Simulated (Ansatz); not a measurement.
**HfSi (zincblende type): how the settings move a single-point run**

Question: which choices in the input matter for HfSi (zincblende type)?

Computed with Ansatz 0.2.0 (reference: DFT, LDA, all-electron LAPW, scalar-relativistic, unless a step's input says otherwise).

### 1 The structure to begin with

It takes space group F-43m (No. 216, cubic). The conventional cell has a = 4.368 Å, b = 4.368 Å, c = 4.368 Å, α = 90.00°, β = 90.00°, γ = 90.00°. Around Hf (site symmetry -43m) lie 4 Si at 1.89 Å. Si (site symmetry -43m) is surrounded by 4 Hf at 1.89 Å.

Coordinates:

```
CELL_PARAMETERS angstrom
0.00000 2.18390 2.18390
2.18390 0.00000 2.18390
2.18390 2.18390 0.00000
ATOMIC_POSITIONS crystal
Hf 0.00000 0.00000 0.00000
Si 0.25000 0.25000 0.25000
```

### 2 Baseline

The input, input.yaml:

```yaml
crystal:
  lattice:
    - [0.0, 2.183901659, 2.183901659]
    - [2.183901659, 0.0, 2.183901659]
    - [2.183901659, 2.183901659, 0.0]
  atoms:
    - { symbol: Hf, position: [0.0, 0.0, 0.0] }
    - { symbol: Si, position: [0.25, 0.25, 0.25] }
kpoints:
  mp_grid: { grid: [12, 12, 12] }
  band_path:
    path:
      - [0.0, 0.0, 0.0]
      - [-0.5, -0.5, 0.0]
      - [-0.375, -0.375, 0.25]
      - [-0.375, 0.0, 0.375]
      - [0.0, 0.0, 0.0]
      - [0.0, 0.0, 0.5]
      - [-0.5, -0.25, 0.25]
      - [-0.5, -0.5, 0.0]
    npoints: 8
scf:
  occupations: { method: fermi_dirac, width: 0.08 }
hamiltonian:
  xc: lda
  pseudopotentials: { kind: all_electron, lapw: { basis_error: 0.001 } }
output:
  forces: true
  stress: true
  eigenvalues: true
  populations: true
  dos: { projected: true, de: 0.2, e_range: [-14, 8] }
```

Launch:

```
$ ansatz run input.yaml --threads 1 --pin off --max-ram 2048MiB --backend cpu --events-out ev --progress --plain --runs-dir out
```

### 3 Variant: scf.algorithm direct_min, dispersion d3bjatm, xc_grid 3

Edit input.yaml of step 2 so:

```diff
@@ -23,2 +23,3 @@
   occupations: { method: fermi_dirac, width: 0.08 }
+  algorithm: direct_min
 hamiltonian:
@@ -26,2 +27,3 @@
   pseudopotentials: { kind: all_electron, lapw: { basis_error: 0.001 } }
+  dispersion: d3bjatm
 output:
@@ -31,2 +33,3 @@
   populations: true
-  dos: { projected: true, de: 0.2, e_range: [-14, 8] }
+basis:
+  xc_grid: 3
```

What does the calculation give? Wanted: for each run, ending; energy change; pressure; gap; force.

**Answer**, as computed:

```csv
run,ending,energy change,pressure (GPa),gap (eV),force (eV/Å),cycles,time
reference,converged,0,292.1,0.00,0.00,9,60 s
"1: scf.algorithm direct_min, dispersion d3bjatm, xc_grid 3",converged,-692.6 meV/atom (offset of the dispersion model),283.0,0.00,0.00,7,1.8 min
```

Times don't compare one to one where runs were asked for different outputs or read a saved state (see the inputs); cycles may leave out searches for a lower state.

Residual by cycle in the longest SCF loop of each run; runs are numbered as in the table. The quantity is the density residual dr2, in eV.

```csv
cycle,reference,run 1
1,0.634,0.634
2,0.414,0.0863
3,0.268,0.033
4,0.016,9.5e-4
5,0.00103,1.5e-6
6,1.1e-4,1.2e-9
7,5.1e-6,1.5e-9
8,2.0e-7,-
9,4.6e-8,-
```

**Reading.** The energy moves by -692.6 meV/atom, nearly all of it the dispersion term itself (-692.6 meV/atom); that offset belongs to the model and is no gain or loss of stability; the pressure goes from 292.1 to 283.0 GPa. The damping parameters are borrowed, as the log notes. The structure is not at rest: the sound run finds 292 GPa, so these are no properties of the relaxed crystal. 
